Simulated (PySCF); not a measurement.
# [OsO2(OH)3]+: forces at shaken geometries

How stiff is [OsO2(OH)3]+? Its atoms are displaced at random by several amounts. It is a constructed species; whether it can be made isn't addressed.

The runs use PySCF 2.14.0; B3LYP, Os def2-SVP with ECP60, O def2-SVP, H def2-SVP; scalar-relativistic core potentials, no spin–orbit coupling.

2 further runs of the same task are left out: 1 for a known fault of the program, 1 that didn't finish.

### Step 1. The system as given

9 atoms, charge 1, spin multiplicity 1.

Bond lengths: Os1–O2 1.722 Å, Os1–O3 1.746 Å, Os1–O4 1.854 Å, Os1–O6 1.854 Å, Os1–O8 1.854 Å, O4–H5 0.984 Å, O6–H7 0.984 Å, O8–H9 0.984 Å. Angles: O2–Os1–O3 180.0°, O2–Os1–O4 89.2°, O2–Os1–O6 89.2°, O2–Os1–O8 89.2°, O3–Os1–O4 90.8°, O3–Os1–O6 90.8°, O3–Os1–O8 90.8°, O4–Os1–O6 120.0°, O4–Os1–O8 120.0°, O6–Os1–O8 120.0°, Os1–O4–H5 114.9°, Os1–O6–H7 114.9°, Os1–O8–H9 114.9°.

Geometry (Å):

```xyz
9
charge 1, multiplicity 1
Os    0.00000    0.00000    0.20293
O     0.00000    0.00000    1.92506
O     0.00000    0.00000   -1.54302
O     1.84854   -0.13404    0.22899
H     2.27445   -0.16484   -0.65707
O    -0.80819    1.66790    0.22899
H    -0.99447    2.05215   -0.65707
O    -1.04035   -1.53386    0.22899
H    -1.27998   -1.88731   -0.65707
```

Formal oxidation states: Os +8. An earlier session relaxed this geometry at B3LYP, Os def2-SVP with ECP60, O def2-SVP, H def2-SVP (singlet, point group C3v).

Its energy there is -467.961247 Eh.

### Step 2. Atoms moved at random, σ = 0.03 Å

run.py (the lines that set the calculation) reads:

```python
mol = gto.M(atom='''
Os    -0.02504     0.07886     0.21184
O     -0.03756    -0.00525     1.91638
O     -0.02216     0.00028    -1.59363
O      1.86683    -0.16299     0.24410
H      2.25011    -0.14212    -0.67300
O     -0.76662     1.63402     0.23422
H     -0.99223     2.02688    -0.66048
O     -1.02186    -1.55138     0.25673
H     -1.25145    -1.87829    -0.63544''',
    basis={'Os': 'def2-SVP', 'O': 'def2-SVP', 'H': 'def2-SVP'},
    ecp={'Os': 'def2-SVP'},
    charge=1, spin=0)
mf = dft.RKS(mol, xc='B3LYP')
mf.grids.atom_grid = (50, 194)
mf = mf.density_fit()  # fitting sets: Os def2-universal-JKFIT, O def2-universal-JKFIT, H def2-universal-JKFIT
mf.conv_tol = 1e-08; mf.max_cycle = 55
mf.kernel(dm0)  # dm0: the density of the relaxed state
```

The run is started by

```bash
OMP_NUM_THREADS=2 python run.py
```

### Step 3. Atoms moved at random, σ = 0.06 Å

run.py (the lines that set the calculation) reads:

```python
mol = gto.M(atom='''
Os     0.00987    -0.06668     0.23267
O     -0.04476    -0.01811     1.92813
O     -0.00914     0.12953    -1.56594
O      1.87155    -0.19809     0.37466
H      2.26380    -0.18167    -0.66699
O     -0.84545     1.65513     0.17171
H     -0.97127     2.00930    -0.61841
O     -1.05100    -1.48880     0.19036
H     -1.22359    -1.84062    -0.74546''',
    basis={'Os': 'def2-SVP', 'O': 'def2-SVP', 'H': 'def2-SVP'},
    ecp={'Os': 'def2-SVP'},
    charge=1, spin=0)
mf = dft.RKS(mol, xc='B3LYP')
mf.grids.atom_grid = (50, 194)
mf = mf.density_fit()  # fitting sets: Os def2-universal-JKFIT, O def2-universal-JKFIT, H def2-universal-JKFIT
mf.conv_tol = 1e-08; mf.max_cycle = 55
mf.kernel(dm0)  # dm0: the density of the relaxed state
```

### Step 4. Atoms moved at random, σ = 0.06 Å

run.py (the lines that set the calculation) reads:

```python
mol = gto.M(atom='''
Os     0.03842    -0.03707     0.09943
O      0.08636     0.02616     1.99237
O     -0.08582     0.01235    -1.54942
O      1.86532    -0.23481     0.22225
H      2.23121    -0.05981    -0.64518
O     -0.74442     1.71583     0.20914
H     -1.10322     1.99957    -0.62139
O     -1.02887    -1.50338     0.21422
H     -1.25898    -1.91884    -0.62069''',
    basis={'Os': 'def2-SVP', 'O': 'def2-SVP', 'H': 'def2-SVP'},
    ecp={'Os': 'def2-SVP'},
    charge=1, spin=0)
mf = dft.RKS(mol, xc='B3LYP')
mf.grids.atom_grid = (50, 194)
mf = mf.density_fit()  # fitting sets: Os def2-universal-JKFIT, O def2-universal-JKFIT, H def2-universal-JKFIT
mf.conv_tol = 1e-08; mf.max_cycle = 55
mf.kernel(dm0)  # dm0: the density of the relaxed state
```

Q: Predict the outcome of this session. Wanted: for each run, σ; energy rise; harmonic estimate −½ F·u; largest force component.

The runs gave:

| σ (Å) | energy rise (eV) | harmonic estimate −½ F·u (eV) | largest force component (eV/Å) |
| --- | --- | --- | --- |
| 0.03 | 0.497 | 0.532 | 6.24 |
| 0.06 | 1.035 | 1.056 | 7.71 |
| 0.06 | 1.037 | 0.924 | 11.38 |

Every displacement raises the energy. For a harmonic well the rise equals −½ F·u; the two differ by at most 11 % here (a move with σ = 0.06 Å), from anharmonicity, the grid and the small forces left at the relaxed point. These are double-zeta-type bases without diffuse functions. Spin–orbit coupling is left out.
